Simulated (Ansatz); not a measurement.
# CH₅BTe: one structure at several levels

One table from this session's results is given with a row withheld; the runs are named, their logs left out.

The runs use Ansatz 0.2.0, Gaussian basis; single points in def2-TZVPP.

Cores are frozen in the correlated methods. Filled d shells of the heavier atoms are correlated. Core potentials replace the inner electrons past krypton, and spin-orbit coupling is left out.

### The starting structure

SMILES `BC[TeH]`, 8 atoms, charge 0, spin multiplicity 1.

Atoms are counted from 1 here; the program's logs count them from 0.

Bond lengths: B1–C2 1.530 Å, B1–H4 1.202 Å, B1–H5 1.170 Å, C2–Te3 2.183 Å, C2–H6 1.120 Å, C2–H7 1.043 Å, Te3–H8 1.674 Å. Angles: C2–B1–H4 123.0°, C2–B1–H5 118.3°, H4–B1–H5 118.7°, B1–C2–Te3 114.0°, B1–C2–H6 110.2°, B1–C2–H7 110.4°, Te3–C2–H6 107.2°, Te3–C2–H7 108.0°, H6–C2–H7 106.7°, C2–Te3–H8 92.6°.

Geometry (Å):

```mol
CH5BTe
  3D, bonds by distance, orders not assigned

  8  7  0  0  0  0  0  0  0  0999 V2000
   -0.4667    0.7805   -0.9893 B   0  0
    0.3017    0.1269    0.1609 C   0  0
   -0.5900   -1.7302    0.8820 Te  0  0
   -1.4905    0.3310   -1.4317 H   0  0
   -0.0282    1.7544   -1.4672 H   0  0
    1.3484   -0.1106   -0.1580 H   0  0
    0.3761    0.7839    0.9673 H   0  0
    0.5920   -1.9323    2.0497 H   0  0
  1  2  8  0
  1  4  8  0
  1  5  8  0
  2  3  8  0
  2  6  8  0
  2  7  8  0
  3  8  8  0
M  END
```

The first run:

File run/in.yaml:

```yaml
crystal:
  periodic: [false, false, false]
  atoms:
    - {symbol: B, position_ang: [-0.466700, 0.780500, -0.989300]}
    - {symbol: C, position_ang: [0.301700, 0.126900, 0.160900]}
    - {symbol: Te, position_ang: [-0.590000, -1.730200, 0.882000]}
    - {symbol: H, position_ang: [-1.490500, 0.331000, -1.431700]}
    - {symbol: H, position_ang: [-0.028200, 1.754400, -1.467200]}
    - {symbol: H, position_ang: [1.348400, -0.110600, -0.158000]}
    - {symbol: H, position_ang: [0.376100, 0.783900, 0.967300]}
    - {symbol: H, position_ang: [0.592000, -1.932300, 2.049700]}
basis:
  gaussian: {orbitals: def2-TZVPP}
correlation: {method: ccsd_t}
output: {forces: true}
```

No record of the launch command was kept for these runs.

Among the steps run: CCSD(T)/def2-TZVPP; PBE0-D4/def2-TZVPP; wB97M-V/def2-TZVPP; r2SCAN-D4/def2-TZVPP; PBE-D4/def2-TZVPP; HSE06-D4/def2-TZVPP; SPW92/def2-TZVPP.

One of the session's tables, all rows but one given; the rest of the session is left out.

```
   method  RMS force component (eV/Å)  angle to CCSD(T) forces (°)  dipole (D)
  CCSD(T)                       0.710                    reference        1.23
  PBE0-D4                       0.693                         10.4        1.30
  wB97M-V                       0.695                          6.5        1.22
r2SCAN-D4                           ?                            ?           ?
   PBE-D4                       0.697                         19.4        1.27
 HSE06-D4                       0.692                         10.5        1.31
    SPW92                       0.764                         27.8        1.34
```

Estimate the missing values for r2SCAN-D4.

The run gave: RMS force component (eV/Å): 0.670; angle to CCSD(T) forces (°): 12.6; dipole (D): 1.35. In the column «RMS force component (eV/Å)» it is the lowest.
